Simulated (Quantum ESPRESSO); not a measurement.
**HfMoC2: single point with PBE**

The system is HfMoC2.

```
CELL_PARAMETERS angstrom
3.19142 0.00000 0.00000
0.00000 3.19142 0.00000
0.00000 0.00000 4.48516
ATOMIC_POSITIONS crystal
Hf 0.00000 0.00000 0.00000
Mo 0.50000 0.50000 0.50000
C 0.50000 0.50000 0.00000
C 0.00000 0.00000 0.50000
```

The cell comes from a database or a generator and needn't be the stable form of this composition.

| Quantity | Value |
| --- | --- |
| Program | Quantum ESPRESSO 7.5 |
| Task | single point |
| Functional | PBE |
| Potentials or basis | SSSP 1.3 efficiency PBE |
| Cutoff | 816 eV |
| Density cutoff | 5987 eV |
| k mesh | 8 × 8 × 6 |
| Occupations | fermi-dirac, width 0.05 eV |
| Spin | no spin polarisation |

```
Pressure               : -1.0 GPa
Band gap on the k mesh : none (metal or under the smearing width)
```

Stress tensor (GPa, compression positive):
```
 0.46  0.00  0.00
 0.00  0.46  0.00
 0.00  0.00 -3.77
```

Levels at points of the mesh, in eV from the Fermi level:
```
              k point  band 14  band 15  band 16  band 17  band 18  band 19  band 20  band 21
   (0.00, 0.00, 0.00)    -1.35    -1.21    -1.21    -0.40    -0.37     0.09     0.11     0.11
  (0.00, 0.00, -0.50)    -2.20    -2.20    -1.72    -1.72    -1.38    -0.29     2.08     2.08
  (0.00, -0.50, 0.00)    -4.27    -3.79    -3.70    -0.42     0.95     2.20     3.13     3.31
 (0.00, -0.50, -0.50)    -5.17    -4.37    -4.27     1.01     1.06     1.74     4.55     5.34
 (-0.50, -0.50, 0.00)    -3.85    -1.27    -1.05    -1.05    -0.96     1.08     1.39     2.48
(-0.50, -0.50, -0.50)    -4.21    -4.21    -4.20     1.09     1.09     1.40     3.14     3.14
```

Run time: 68 s on 1 thread of Intel(R) Xeon(R) Platinum 8259CL CPU @ 2.50GHz (Skylake/Cascade Lake), on a shared host, peak memory 0.17 GiB.

The run has no spin-orbit coupling, so splittings on Hf are missing.
